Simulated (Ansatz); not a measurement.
# H₇InOSi: how energies converge with the basis set

The task here is to estimate one member of a computed series from the others.

The runs use Ansatz 0.2.0, Gaussian basis; one geometry, several basis sets.

Plan: PBE0-D4/def2-SVP; ωB97M-V/def2-SVP; PBE0-D4/def2-QZVPP; ωB97M-V/def2-QZVPP; the functionals' def2-TZVPP values are taken from earlier runs.

**The relaxed structure**

The geometry comes from an earlier relaxation with PBE0-D4 in a triple-zeta def2 set; it is a stationary point, not always the lowest conformer. In takes the def2 core potential; no spin-orbit term is included.

SMILES `[SiH3][OH+][InH3-]`, 10 atoms, charge 0, spin multiplicity 1.

Atoms are counted from 1 here; the program's logs count them from 0.

Bond lengths: Si1–O2 1.677 Å, Si1–H4 1.476 Å, Si1–H5 1.484 Å, Si1–H6 1.482 Å, O2–In3 2.436 Å, O2–H7 0.960 Å, In3–H8 1.726 Å, In3–H9 1.735 Å, In3–H10 1.734 Å. Angles: O2–Si1–H4 105.1°, O2–Si1–H5 108.4°, O2–Si1–H6 110.5°, H4–Si1–H5 111.6°, H4–Si1–H6 111.5°, H5–Si1–H6 109.7°, Si1–O2–In3 122.2°, Si1–O2–H7 117.7°, In3–O2–H7 109.8°, O2–In3–H8 98.7°, O2–In3–H9 91.6°, O2–In3–H10 91.5°, H8–In3–H9 119.6°, H8–In3–H10 120.0°, H9–In3–H10 119.0°.

The first run:

File in.yaml:

```yaml
crystal:
  periodic: [false, false, false]
  atoms:
    - {symbol: Si, position_ang: [-1.228960, 0.867606, -0.658984]}
    - {symbol: O, position_ang: [0.337420, 0.269128, -0.702629]}
    - {symbol: In, position_ang: [1.199504, -1.232861, 1.010109]}
    - {symbol: H, position_ang: [-2.084766, -0.311990, -0.425158]}
    - {symbol: H, position_ang: [-1.524012, 1.505155, -1.966560]}
    - {symbol: H, position_ang: [-1.373151, 1.866400, 0.426427]}
    - {symbol: H, position_ang: [1.033472, 0.862693, -0.994818]}
    - {symbol: H, position_ang: [1.138193, -2.709375, 0.117891]}
    - {symbol: H, position_ang: [-0.098307, -0.826470, 2.086852]}
    - {symbol: H, position_ang: [2.683607, -0.341486, 1.109970]}
basis:
  gaussian: {orbitals: def2-SVP}
hamiltonian: {xc: pbe0, dispersion: d4}
output: {orbitals: {seedname: orbitals}}
```

Command:

```bash
$ ansatz run in.yaml --threads 4 --pin off --events-out ev --progress --plain --max-ram 10444MiB
```

Among the steps run: PBE0-D4 in def2-SVP; ωB97M-V in def2-SVP; PBE0-D4 in def2-QZVPP; ωB97M-V in def2-QZVPP.

One of the session's tables, all rows but one given; the rest of the session is left out.

| functional | basis | HOMO (eV) |
| --- | --- | --- |
| PBE0-D4 | def2-SVP | -7.48 |
| PBE0-D4 | def2-TZVPP | -7.56 |
| PBE0-D4 | def2-QZVPP | -7.57 |
| ωB97M-V | def2-SVP | ? |
| ωB97M-V | def2-TZVPP | -9.77 |
| ωB97M-V | def2-QZVPP | -9.78 |

Q: Estimate the row for ωB97M-V, def2-SVP from the others.

The run gave: HOMO (eV): -9.63. In the column «HOMO (eV)» it lies between ωB97M-V, def2-TZVPP (-9.77) and PBE0-D4, def2-QZVPP (-7.57).
